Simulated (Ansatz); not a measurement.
# Ga2Te4Pb: a short molecular-dynamics run

A trajectory of Ga2Te4Pb, an element-swapped structure with 7 atoms that was not relaxed first: 20 steps of 1 fs at constant energy, with velocities drawn for 900 K.

All numbers below are computed with Ansatz 0.2.0 (DFT PBE, plane waves, PAW, scalar-relativistic, no spin polarisation).

## 1. Starting point

The cell holds 7 atoms (Ga2PbTe4): a = 6.251 Å, b = 6.251 Å, c = 7.499 Å, α = 65.37°, β = 65.37°, γ = 90.00°.

Structure file:

```
CELL_PARAMETERS angstrom
0.00000 6.25110 0.00000
6.25110 0.00000 0.00000
3.12555 3.12555 -6.05823
ATOMIC_POSITIONS crystal
Pb 0.00000 0.00000 0.00000
Ga 0.75000 0.25000 0.50000
Ga 0.50000 0.50000 0.00000
Te 0.39500 0.40500 0.73000
Te 0.59500 0.12500 0.27000
Te 0.87500 0.86500 0.73000
Te 0.13500 0.60500 0.27000
```

## 2. The run

Contents of input.yaml:

```yaml
crystal:
  lattice:
    - [0.0, 6.251105, -2.6e-07]
    - [6.251105, 0.0, -2.6e-07]
    - [3.12555225, 3.12555225, -6.05822626]
  atoms:
    - { symbol: Pb, position: [0.0, 0.0, 0.0] }
    - { symbol: Ga, position: [0.75, 0.25, 0.5] }
    - { symbol: Ga, position: [0.5, 0.5, 0.0] }
    - { symbol: Te, position: [0.395, 0.405, 0.73] }
    - { symbol: Te, position: [0.595, 0.125, 0.27] }
    - { symbol: Te, position: [0.875, 0.865, 0.73] }
    - { symbol: Te, position: [0.135, 0.605, 0.27] }
kpoints:
  mp_grid: { grid: [3, 3, 3] }
magnetization:
  spin_polarized: false
scf:
  occupations: { method: fermi_dirac, width: 0.1 }
hamiltonian:
  pseudopotentials: { kind: paw }
  xc: pbe
basis:
  ecutwfc: 420
md:
  timestep: 1.0
  n_steps: 20
  ensemble: nve
  temperature: 900.0
  initial_velocities: maxwell_boltzmann
  seed: 732510
```

Launch:

```bash
> ansatz run input.yaml --threads 2 --pin off --max-ram 2560MiB --backend cpu --events-out ev --progress --plain --runs-dir out
```

The log of the run, cut to the lines that bear on the results:

```text
Warning: md: disabling space-group detection — thermal motion breaks the input geometry's symmetry, so no spatial operation reduces the k-mesh or symmetrises the density; time reversal is kept, so that k and −k are solved as one point where they differ and the mesh holds both, and exact [...]
Warning: RAYON_NUM_THREADS=2 ignored (pool sized by the plan → 2); use --threads N
[...]
Pseudopotentials: kind: paw
Pseudopotential: Pb, paw, valence charge 14, recommended cutoff 420 eV (normal), Pb.paw.azcp
Pseudopotential: Ga, paw, valence charge 13, recommended cutoff 420 eV (normal), Ga.paw.azcp
Pseudopotential: Te, paw, valence charge 16, recommended cutoff 420 eV (normal), Te.paw.azcp
Functional definition: PBE
[...]
Crystal: 7 atoms, lattice volume = 236.733 Å³
Basis set: ecut = 420 eV, 4653 PW (Γ), exchange–correlation on 90×90×108 points (8 copies of the dense FFT grid, shifted against one another)
Bands: 63, of which v1, the nominal top of the filled ones, is band 52 counted from 1 (51 counted from 0)
Symmetry: 1 space group operations
k-points: 14 of 27 (time reversal used)
[...]
SCF iter   1: F=—  HF=-47393.345117 eV  |F-HF|=—  |Δ(HF+E_count)|=         —  Δρ=2.54e-3  dr2=1.86e-2  ethr=1.77e-3  ⟨swp⟩=7.5  Hψ=3657  notcnv=0
[...]
md step     0: t =     0.00 fs  T =   900.0 K  F+E_penalty+E_count = -47393.33791192 eV  E_kin = 0.698004 eV  conserved = -47392.63990792 eV  (9 SCF iters)
[...]
md step     4: t =     4.00 fs  T =   850.6 K  F+E_penalty+E_count = -47393.29956286 eV  E_kin = 0.659661 eV  conserved = -47392.63990165 eV  (6 SCF iters)
[...]
md step     5: t =     5.00 fs  T =   837.5 K  F+E_penalty+E_count = -47393.28943424 eV  E_kin = 0.649534 eV  conserved = -47392.63989994 eV  (2 SCF iters)
[...]
SCF iter   2: F=-47393.279143 eV  HF=-47393.279143 eV  |F-HF|=3.35e-10  |Δ(HF+E_count)|=   3.85e-8  Δρ=1.30e-6  dr2=3.68e-9  ethr=6.73e-12  ⟨swp⟩=4.0  Hψ=4178  notcnv=0
[...]
```

## 3. More of the same log

The log, continued, cut to the lines that bear on the results:

```text
md step     6: t =     6.00 fs  T =   824.2 K  F+E_penalty+E_count = -47393.27914269 eV  E_kin = 0.639245 eV  conserved = -47392.63989818 eV  (2 SCF iters)
[...]
md step     9: t =     9.00 fs  T =   783.6 K  F+E_penalty+E_count = -47393.24759673 eV  E_kin = 0.607704 eV  conserved = -47392.63989232 eV  (2 SCF iters)
[...]
md step    12: t =    12.00 fs  T =   742.5 K  F+E_penalty+E_count = -47393.21575834 eV  E_kin = 0.575873 eV  conserved = -47392.63988553 eV  (2 SCF iters)
[...]
md step    15: t =    15.00 fs  T =   702.4 K  F+E_penalty+E_count = -47393.18466216 eV  E_kin = 0.544784 eV  conserved = -47392.63987774 eV  (2 SCF iters)
[...]
md step    18: t =    18.00 fs  T =   664.8 K  F+E_penalty+E_count = -47393.15548200 eV  E_kin = 0.515613 eV  conserved = -47392.63986908 eV  (2 SCF iters)
[...]
md step    20: t =    20.00 fs  T =   641.9 K  F+E_penalty+E_count = -47393.13773239 eV  E_kin = 0.497870 eV  conserved = -47392.63986284 eV  (6 SCF iters)
SCF converged after 6 iterations
Free energy (F): -47393.137732 eV
[...]
E sigma→0 (E₀):  -47393.122130 eV
Entropy (-TS):   -0.031204 eV (-4.458 meV/atom)
Fermi energy:    7.904531 eV
[...]
--- Forces (eV/Å), atoms counted from 1 ---
  atom   1  Pb    -0.22378350    -0.47187249     0.10123030
  atom   2  Ga    -0.66694291     0.86657187     0.22328015
  atom   3  Ga    -0.79974806    -0.10953174    -0.11172220
  atom   4  Te     1.87885382     0.51426536     0.58835218
  atom   5  Te     0.81657510    -1.19161362    -0.83060098
  atom   6  Te    -0.24983582    -0.35125844     1.33896111
  atom   7  Te    -0.75511883     0.74343245    -1.30949894
[...]
--- MD trajectory: 20 steps, t = 0.0 → 20.0 fs ---
  final state: T = 641.9 K   F+E_penalty+E_count = -47393.13773239 eV   E_kin = 0.497870 eV
  conserved energy: peak-to-peak 4.508e-5 eV (6.440e-6 eV/atom) over 20.0 fs
```

It took 1.7 min on 2 threads of an Arm CPU, shared host; peak memory 0.69 GiB.

## 4. What the atoms did

One step in 2; energies are changes from step 0; msd is the mean square displacement from the start, the centre of mass held:

```
time (fs)  T (K)  potential energy change (meV/atom)  total energy change (meV/atom)  msd Ga (Å²)  msd Pb (Å²)  msd Te (Å²)
      0.0    900                                 0.0                            0.00        0.000        0.000        0.000
      2.0    876                                 2.7                            0.00        0.000        0.000        0.000
      4.0    851                                 5.5                            0.00        0.001        0.000        0.000
      6.0    824                                 8.4                            0.00        0.001        0.000        0.000
      8.0    797                                11.4                            0.00        0.002        0.001        0.001
     10.0    770                                14.4                            0.00        0.003        0.001        0.001
     12.0    743                                17.5                            0.00        0.005        0.002        0.001
     14.0    716                                20.4                            0.00        0.007        0.003        0.002
     16.0    690                                23.3                            0.00        0.008        0.003        0.002
     18.0    665                                26.1                            0.01        0.010        0.004        0.003
     20.0    642                                28.6                            0.01        0.012        0.005        0.003
```

time (fs), T (K) and a bar:
```
      0.0        900 ##############################
      1.0        888 #############################
      2.0        876 ###########################
      3.0        863 ##########################
      4.0        851 ########################
      5.0        838 #######################
      6.0        824 #####################
      7.0        811 ####################
      8.0        797 ##################
      9.0        784 ################
     10.0        770 ###############
     11.0        756 #############
     12.0        743 ############
     13.0        729 ##########
     14.0        716 #########
     15.0        702 #######
     16.0        690 ######
     17.0        677 ####
     18.0        665 ###
     19.0        653 #
     20.0        642
```

Pair distribution over the second half of the run:

```
r (Å)  g Ga–Te
 0.68     0.00
 0.84     0.00
 1.00     0.00
 1.16     0.00
 1.32     0.00
 1.48     0.00
 1.64     0.00
 1.80     0.00
 1.96     0.00
 2.12     0.00
 2.28     0.00
 2.44     1.37
 2.60     9.93
```

## 5. Positions and forces

Extended XYZ, with forces in eV/Å:

```xyz
7
Lattice="0.000 6.251 0.000 6.251 0.000 0.000 3.126 3.126 -6.058" Properties=species:S:1:pos:R:3:forces:R:3 pbc="T T T" time_fs=2.0 T=876 dE=0.0187
Pb    0.004    0.006   -0.001   -0.027   -0.050    0.015
Ga    3.129    6.239   -3.027   -0.067    0.091    0.005
Ga    3.136    3.125    0.001   -0.085   -0.009   -0.002
Te    4.805    4.751   -4.418    1.075    0.708    0.979
Te    1.620    4.562   -1.634    0.727   -1.015   -0.998
Te    7.688    7.750   -4.430   -0.906   -0.690    1.051
Te    4.626    1.686   -1.634   -0.718    0.965   -1.049
7
Lattice="0.000 6.251 0.000 6.251 0.000 0.000 3.126 3.126 -6.058" Properties=species:S:1:pos:R:3:forces:R:3 pbc="T T T" time_fs=5.0 T=838 dE=0.0485
Pb    0.009    0.016   -0.003   -0.065   -0.125    0.035
Ga    3.134    6.220   -3.023   -0.167    0.227    0.020
Ga    3.152    3.124    0.001   -0.212   -0.023   -0.010
Te    4.794    4.753   -4.412    1.219    0.708    0.932
Te    1.614    4.560   -1.632    0.762   -1.064   -0.980
Te    7.686    7.748   -4.440   -0.797   -0.662    1.110
Te    4.626    1.685   -1.631   -0.740    0.940   -1.107
7
Lattice="0.000 6.251 0.000 6.251 0.000 0.000 3.126 3.126 -6.058" Properties=species:S:1:pos:R:3:forces:R:3 pbc="T T T" time_fs=8.0 T=797 dE=0.0797
Pb    0.014    0.026   -0.005   -0.103   -0.200    0.054
Ga    3.139    6.202   -3.019   -0.268    0.361    0.046
Ga    3.167    3.123    0.002   -0.338   -0.038   -0.023
Te    4.784    4.755   -4.404    1.361    0.694    0.877
Te    1.607    4.557   -1.631    0.789   -1.105   -0.958
Te    7.684    7.745   -4.450   -0.687   -0.621    1.164
Te    4.625    1.684   -1.629   -0.755    0.910   -1.159
7
Lattice="0.000 6.251 0.000 6.251 0.000 0.000 3.126 3.126 -6.058" Properties=species:S:1:pos:R:3:forces:R:3 pbc="T T T" time_fs=10.0 T=770 dE=0.1009
Pb    0.017    0.032   -0.006   -0.126   -0.249    0.064
Ga    3.142    6.190   -3.016   -0.336    0.450    0.068
Ga    3.177    3.122    0.003   -0.420   -0.049   -0.034
Te    4.778    4.756   -4.399    1.453    0.677    0.836
Te    1.604    4.555   -1.630    0.802   -1.129   -0.942
Te    7.683    7.743   -4.456   -0.613   -0.587    1.198
Te    4.624    1.683   -1.628   -0.761    0.887   -1.191
7
Lattice="0.000 6.251 0.000 6.251 0.000 0.000 3.126 3.126 -6.058" Properties=species:S:1:pos:R:3:forces:R:3 pbc="T T T" time_fs=12.0 T=743 dE=0.1222
Pb    0.021    0.038   -0.008   -0.149   -0.297    0.074
Ga    3.145    6.178   -3.014   -0.403    0.537    0.094
Ga    3.187    3.121    0.003   -0.500   -0.060   -0.047
Te    4.772    4.758   -4.394    1.544    0.654    0.792
Te    1.600    4.552   -1.630    0.812   -1.148   -0.923
Te    7.681    7.740   -4.462   -0.539   -0.548    1.230
Te    4.623    1.683   -1.628   -0.765    0.862   -1.220
7
Lattice="0.000 6.251 0.000 6.251 0.000 0.000 3.126 3.126 -6.058" Properties=species:S:1:pos:R:3:forces:R:3 pbc="T T T" time_fs=15.0 T=702 dE=0.1533
Pb    0.026    0.048   -0.010   -0.180   -0.366    0.087
Ga    3.149    6.161   -3.009   -0.504    0.665    0.139
Ga    3.201    3.120    0.004   -0.617   -0.078   -0.070
Te    4.764    4.761   -4.385    1.676    0.610    0.721
Te    1.595    4.547   -1.630    0.821   -1.171   -0.892
Te    7.678    7.737   -4.470   -0.429   -0.481    1.274
Te    4.621    1.683   -1.628   -0.766    0.821   -1.259
7
Lattice="0.000 6.251 0.000 6.251 0.000 0.000 3.126 3.126 -6.058" Properties=species:S:1:pos:R:3:forces:R:3 pbc="T T T" time_fs=18.0 T=665 dE=0.1824
Pb    0.031    0.057   -0.011   -0.207   -0.431    0.096
Ga    3.152    6.145   -3.005   -0.603    0.788    0.189
Ga    3.215    3.119    0.004   -0.729   -0.097   -0.094
Te    4.757    4.764   -4.376    1.800    0.555    0.643
Te    1.590    4.542   -1.631    0.821   -1.186   -0.856
Te    7.674    7.733   -4.477   -0.321   -0.405    1.314
Te    4.619    1.684   -1.629   -0.761    0.775   -1.292
7
Lattice="0.000 6.251 0.000 6.251 0.000 0.000 3.126 3.126 -6.058" Properties=species:S:1:pos:R:3:forces:R:3 pbc="T T T" time_fs=20.0 T=642 dE=0.2002
Pb    0.034    0.063   -0.013   -0.224   -0.472    0.101
Ga    3.154    6.134   -3.002   -0.667    0.867    0.223
Ga    3.223    3.118    0.005   -0.800   -0.110   -0.112
Te    4.753    4.766   -4.370    1.879    0.514    0.588
Te    1.588    4.538   -1.632    0.817   -1.192   -0.831
Te    7.672    7.730   -4.481   -0.250   -0.351    1.339
Te    4.617    1.685   -1.630   -0.755    0.743   -1.309
```

## 6. What came out

| quantity | value |
| --- | --- |
| length | 20 steps of 1 fs |
| temperature, first and last step | 900 and 642 K |
| temperature, second half | mean 704 K, from 642 to 770 K |
| potential energy, second half | +22 meV/atom from the start |
| largest change of the total energy | 0.01 meV/atom |
| mean square displacement, second half | Ga 0.008, Pb 0.003, Te 0.002 Å² |

The temperature starts at 900 K and averages 704 K in the second half, where it still falls, from 770 to 642 K. The total energy strays from its start by at most 0.01 meV/atom, under 0.1 % of the mean kinetic energy, so a step of 1 fs is short enough over this time. The farthest move is 0.12 Å, against a mean nearest distance of 2.6 Å at the start: no atom has changed site so far. Averages from a run of 20 fs with 7 atoms are rough.
